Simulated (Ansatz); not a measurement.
TiZn3, space group Pm-3m, a frozen displacement of one atom

Program: Ansatz's Python interface.

Typed at the interpreter:
```pycon
>>> import ansatz as az
>>> from ase import Atoms
>>> import numpy as np
>>> XC = "r2scan"
>>> KMESH = (6, 6, 6)
>>> atoms = Atoms(
...     ["Ti", "Zn", "Zn", "Zn"],
...     scaled_positions=[
...         (0.0, 0.0, 0.0),
...         (0.0, 0.5, 0.5),
...         (0.5, 0.0, 0.5),
...         (0.5, 0.5, 0.0),
...     ],
...     cell=[
...         (3.9322, 0.0, 0.0),
...         (0.0, 3.9322, 0.0),
...         (0.0, 0.0, 3.9322),
...     ],
...     pbc=True,
... )
>>> crystal = az.Crystal.from_ase(atoms)
>>> crystal.resolved().tree()["lattice"]
((3.9322, 0.0, 0.0), (0.0, 3.9322, 0.0), (0.0, 0.0, 3.9322))
>>> inverse = np.linalg.inv(np.array(crystal.lattice.vectors))
>>> home = np.array(crystal.sites[1].position)
>>> values = np.linspace(-0.02, 0.02, 5)
>>> energies, pulls = [], []
>>> for shift in values:
...     moved = crystal.move(1, to=home + shift * inverse[2])
...     calc = (
...         moved.calculation()
...         .functional(XC)
...         .pseudopotentials("paw")
...         .kpoints(*KMESH)
...         .occupations(az.OccupationsMethod.FERMI_DIRAC)
...         .forces()
...     )
...     rep = calc.run().report
...     energies.append(rep["free_energy_ev"])
...     pulls.append(rep["forces_ev_ang"][1][2])
...
DeckWarning: basis.ecutwfc = 500 eV, auto-derived from the records' recommended cutoffs: set by Ti (their level for a meta-GGA)
>>> # the force is minus the slope of the free energy
>>> print("shift (A)   dE (eV)   force along z (eV/A)")
shift (A)   dE (eV)   force along z (eV/A)
>>> for shift, e, f in zip(values, energies, pulls):
...     print(f"{shift:8.3f} {e - energies[2]:10.5f} {f:12.4f}")
...
  -0.020    0.00092       0.0917
  -0.010    0.00023       0.0458
   0.000    0.00000       0.0000
   0.010    0.00023      -0.0458
   0.020    0.00092      -0.0916
>>> print(f"stiffness from energies {2 * np.polyfit(values, energies, 2)[0]:.3f}, from forces {-np.polyfit(values, pulls, 1)[0]:.3f} eV/A^2")
stiffness from energies 4.582, from forces 4.582 eV/A^2
```

The curvature of the energy gives 4.582 eV/Å² and the slope of the force 4.582 eV/Å², a positive curvature.

Reading the output:
- The mesh is modest for a metal, so energies can be off by several to tens of meV an atom and pressures by half a GPa or more; differences at equal mesh fare better.
- In a metal a curvature from energy changes of a few meV or less hangs on mesh and smearing, in size and even in sign.
- The starting cell is as deposited in a crystallographic database; the results hold for this polymorph, which needn't be the stable one.
- Warnings are shown shortened and without file and line.
- All periodic images of the atom move with it, so the curvature is one diagonal element of the zone-centre force constants and no normal mode; a positive value doesn't exclude soft modes in which several atoms move.
- Run time: 2.1 min on 1 thread of Arm Neoverse V1, with other jobs on the host, peak memory 0.57 GiB.

(Lines on the test bed's own set-up are left out of the output.)
